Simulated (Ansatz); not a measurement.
# F₂H₄SSi₂: up Jacob's ladder to CCSD(T)

The task here is to estimate one member of a computed series from the others.

Computed with Ansatz 0.2.0, Gaussian basis. Level: functionals in def2-TZVPP, the program's frozen cores in correlated methods.

Plan: PBE-D4, r2SCAN-D4, PBE0-D4, B3LYP-D4, ωB97X-V, ωB97M-V, B2PLYP; CCSD(T)/def2-TZVPP; MP2/def2-QZVPP; extrapolation to the limit.

## The relaxed structure

An earlier PBE0-D4 in a triple-zeta def2 set relaxation fixed the geometry.

9 atoms, charge 0, spin multiplicity 1.

Atoms are counted from 1 here; the program's logs count them from 0.

Bond lengths: F1–Si2 1.588 Å, Si2–F3 1.585 Å, Si2–S4 2.098 Å, Si2–H6 1.470 Å, S4–Si5 2.157 Å, Si5–H7 1.481 Å, Si5–H8 1.482 Å, Si5–H9 1.481 Å. Angles: F1–Si2–F3 105.5°, F1–Si2–S4 110.7°, F1–Si2–H6 109.7°, F3–Si2–S4 111.7°, F3–Si2–H6 108.7°, S4–Si2–H6 110.3°, Si2–S4–Si5 98.6°, S4–Si5–H7 110.3°, S4–Si5–H8 110.0°, S4–Si5–H9 105.2°, H7–Si5–H8 110.3°, H7–Si5–H9 110.2°, H8–Si5–H9 110.7°.

Set-up of the first run:

in.yaml

```yaml
crystal:
  periodic: [false, false, false]
  atoms:
    - {symbol: F, position_ang: [-0.057344, 1.586409, -1.241239]}
    - {symbol: Si, position_ang: [-1.029608, 0.332035, -1.197253]}
    - {symbol: F, position_ang: [-0.386497, -0.737079, -2.174696]}
    - {symbol: S, position_ang: [-1.198405, -0.407917, 0.758992]}
    - {symbol: Si, position_ang: [0.886729, -0.352313, 1.306638]}
    - {symbol: H, position_ang: [-2.352058, 0.710756, -1.715641]}
    - {symbol: H, position_ang: [1.252306, 0.995046, 1.801163]}
    - {symbol: H, position_ang: [1.726856, -0.716692, 0.141593]}
    - {symbol: H, position_ang: [1.031821, -1.352547, 2.389443]}
basis:
  gaussian: {orbitals: def2-TZVPP}
hamiltonian: {xc: pbe, dispersion: d4}
output: {forces: true, orbitals: {seedname: orbitals}}
```

Steps of the session up to this table: PBE-D4 (GGA); r2SCAN-D4 (meta-GGA); PBE0-D4 (hybrid); B3LYP-D4 (hybrid); ωB97X-V (range-separated); ωB97M-V (range-separated); B2PLYP (double hybrid); CCSD(T) in def2-TZVPP; MP2 in def2-QZVPP.

One table of the session follows, with a row left open; its other results are not shown here.

| method | atomisation energy (kJ/mol) |
| --- | --- |
| PBE-D4 | 3144.5 |
| r2SCAN-D4 | 3157.0 |
| PBE0-D4 | 3103.5 |
| B3LYP-D4 | 3123.8 |
| ωB97X-V | 3173.8 |
| ωB97M-V | 3161.3 |
| B2PLYP | 3100.9 |
| HF/def2-TZVPP | 2368.4 |
| MP2/def2-TZVPP | 3133.5 |
| CCSD/def2-TZVPP | 3023.9 |
| CCSD(T)/def2-TZVPP | 3066.4 |
| MP2/CBS | ? |
| CCSD(T)/CBS | 3167.8 |

Q: Estimate the row for MP2/CBS from the others.

**Answer.** atomisation energy (kJ/mol): 3234.9. In the column «atomisation energy (kJ/mol)» it is the highest.

Caveats from the session: Free atoms (2 F, 2 Si, 1 S, 4 H) were run apart at each level; the atomisation energy is their sum less the molecule, without zero-point or spin-orbit terms.
